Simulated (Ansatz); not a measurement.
Crystal: HPbNO4.

```
H Pb N O
1.0
     4.19923    0.11117    0.16817
     1.91600    3.89132    0.12568
     1.76085    1.25259    6.37266
H Pb N O
1 1 1 4
Direct
  0.89145 0.68202 0.62796
  0.14426 0.92872 0.88352
  0.25670 0.28861 0.30171
  0.83108 0.65056 0.78405
  0.38694 0.22380 0.11295
  0.31104 0.03576 0.45856
  0.07726 0.60633 0.32275
```

The cell was built by a generator and needn't be a form met in nature.

| Item | Value |
| --- | --- |
| Program | Ansatz 0.2.0 |
| Task | relaxation of cell and atoms |
| Functional | PBEsol |
| Dispersion | D3(BJ) |
| Potentials or basis | Ansatz PAW |
| Cutoff | 420 eV (not typed: the program's choice for these potentials) |
| k mesh | 5 × 5 × 3 |
| Occupations | fermi-dirac, width 0.05 eV |
| Spin | no spin polarisation |

At the start: volume 14.48 Å³/atom.

**Question.** Where does the relaxation end?

**Answer.** It ends after 15 steps and the volume is 13.63 Å³/atom (-5.9 %); space group P1 (No. 1, to 0.05 Å).

The path:
```
step  energy change (eV)  largest force (eV/Å)  volume (Å³)
   1              0.0000                0.3851       101.39
   2             -0.0773                0.2641        95.42
   3             -0.0781                0.4180        95.66
   4             -0.0795                0.2435        96.24
   5             -0.0822                0.1586        96.07
   6             -0.0830                0.0265        95.98
   7             -0.0832                0.0164        95.95
   8             -0.0830                0.0211        96.01
   9             -0.0833                0.0192        95.94
  10             -0.0832                0.0098        95.97
  11             -0.0661                0.0091        95.97
  12             -0.0691                0.1145        95.30
  13             -0.0693                0.1049        95.28
  14             -0.0690                0.0084        95.42
  15             -0.0668                0.0083        95.42
```

Final structure:
```
CELL_PARAMETERS angstrom
4.11947 0.11867 0.17193
1.89097 3.77619 0.09453
1.74053 1.16551 6.30082
ATOMIC_POSITIONS crystal
H 0.90041 0.67674 0.61718
Pb 0.13797 0.93989 0.88296
N 0.25506 0.28729 0.30654
O 0.83424 0.65154 0.77614
O 0.38629 0.21978 0.11594
O 0.31180 0.02838 0.46119
O 0.07296 0.61219 0.33156
```

Caveat: the plane-wave basis is chosen anew once the cell has moved, so the energies of steps on either side of that aren't comparable; the pressure holds a Pulay correction of +0.7 GPa for the finite cutoff; the PAW data sets come from PBE, with cores solved anew for the run's functional, which leaves a small shift of forces and pressure.
